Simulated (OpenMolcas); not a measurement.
# Ag²⁺ among point charges: CASSCF and CASPT2 levels and susceptibility

How does a field of 8 point charges split the states of Ag²⁺, and what χT follows?

Method: state-averaged CASSCF and CASPT2, spin-orbit coupling by RASSI with atomic mean-field integrals. Code: OpenMolcas 26.06.

## Step 1: The system

- Species: Ag²⁺ (silver, Z = 47, 45 electrons)
- Basis: ANO-RCC-VTZP [7s6p4d2f1g], 68 functions
- Scalar Hamiltonian: DKH2, point nucleus
- Inactive shells: 1s 2s 2p 3s 3p 3d 4s 4p
- Active space: 9 electrons in 5 orbitals (4d)
- Some configurations of this space: 4d⁹
- Orbitals: optimised for each spin and parity, averaged over all roots

The outer shells:

4d9
```
4d [↑↓][↑↓][↑↓][↑↓][↑ ]
```

The ion sits among 8 point charges of -1.2 e arranged as a cube (Oh), 2.09 Å from the ion.

The work runs as a chain of OpenMolcas steps in one folder; each step below is one input file. Labels, J, g values, rates, χT and fits are worked out afterwards by a script from the matrices that RASSI stores. The input lists half of the charges; inversion (Group=XYZ) makes the rest.

## Step 2: GATEWAY and SEWARD: basis and integrals

File a.inp:

```
&GATEWAY
Coord
1

Ag 0.0 0.0 0.0
Basis=ANO-RCC-VTZP
Group=XYZ
NoMove
AngMom=0.0 0.0 0.0
AMFI
XField
4 Angstrom 0
1.206662 1.206662 1.206662 -1.200000
1.206662 1.206662 -1.206662 -1.200000
1.206662 -1.206662 1.206662 -1.200000
1.206662 -1.206662 -1.206662 -1.200000
&SEWARD
```

Command:

```console
> OMP_NUM_THREADS=1 MOLCAS_MEM=1689 MOLCAS_PROJECT=a pymolcas a.inp > a.log
```

## Step 3: CASSCF: doublets of even parity, 5 roots

File a.inp:

```
&RASSCF
FileOrb=start.orb
Symmetry=1
Spin=2
nActEl=9 0 0
Inactive=9 9
Ras2=5 0
CIRoot=5 5 1
SDav=5
CIMx=300
Iter=120 100
PrWF=0.3
OrbListing=Nothing
MaxOrb=0
>>> COPY $Project.JobIph JOB001
```

start.orb holds the contracted functions of the basis, ordered by shell, or the orbitals of the step before.

## Step 4: RASSI: spin-orbit coupling between the states

File a.inp:

```
&RASSI
NrOfJobIphs=1 5
1 2 3 4 5
IphNames
JOB001
EJob
SpinOrbit
DIPRint=1.0
SOCoupling=1000.0
Subsets=2
Property=9
'ANGMOM' 1 'ANGMOM' 2 'ANGMOM' 3 'MLTPL  1' 1 'MLTPL  1' 2 'MLTPL  1' 3
'AMFI' 1 'AMFI' 2 'AMFI' 3
SOProperty=3
'ANGMOM' 1 'ANGMOM' 2 'ANGMOM' 3
```

## Step 5: CASPT2: IPEA 0.25, imaginary shift 0.1 (closed shells correlated: 4s 4p)

File a.inp:

```
>>> COPY JOB001 $Project.JobIph
&CASPT2
Multistate=5 1 2 3 4 5
NoMult
Frozen=8 6
IPEA=0.25
Imaginary=0.1
MaxIter=60
WThr=0.0 0.3 0.05
PrWF=0.5
NoMix
```

(Steps that only read results are left out.)

**Question.** What will these runs give? Wanted: spin-free ground state; first state of the same spin within the active space; lowest level; next level.

**Answer**, as computed:

| quantity | value |
| --- | --- |
| method | SS-CASPT2, IPEA 0.25, imaginary shift 0.1 (closed shells correlated: 4s 4p) |
| spin-free ground state | 2T2, 3-fold in its orbital part |
| first state of the same spin within the active space | 2E at 3800 cm⁻¹ |
| lowest level | 2-fold Γ7, g = 2.00, 2.00, 2.00 |
| next level | 1528.0 cm⁻¹ |
| χT at 300 K | 0.71 cm³ K/mol |
| effective moment at 300 K | 2.38 μB |

Cost by method:

```tsv
method	time of its own steps	time with the reference
A. CASSCF	1.9 s	1.9 s
B. SS-CASPT2, IPEA 0.25, imaginary shift 0.1, +4s 4p	0.87 s	2.7 s
```

Times are of one thread on a shared host.

In words: The spin-free ground state (2T2) comes to 100 % from free-ion D terms and keeps the highest spin of the shell. χT at 300 K is 0.71, against 0.38 cm³ K/mol for the spin alone, so orbital moment adds to it. A ligand-field fit to the states below 45000 cm-1 gives 10Dq = -3802 cm-1, the gap between the two states. CASPT2 does not keep the components of a term degenerate, and the means are used. The field of point charges can differ much from that of real complexes. Point charges carry no covalency, so the field is a model and not that of real ligands.
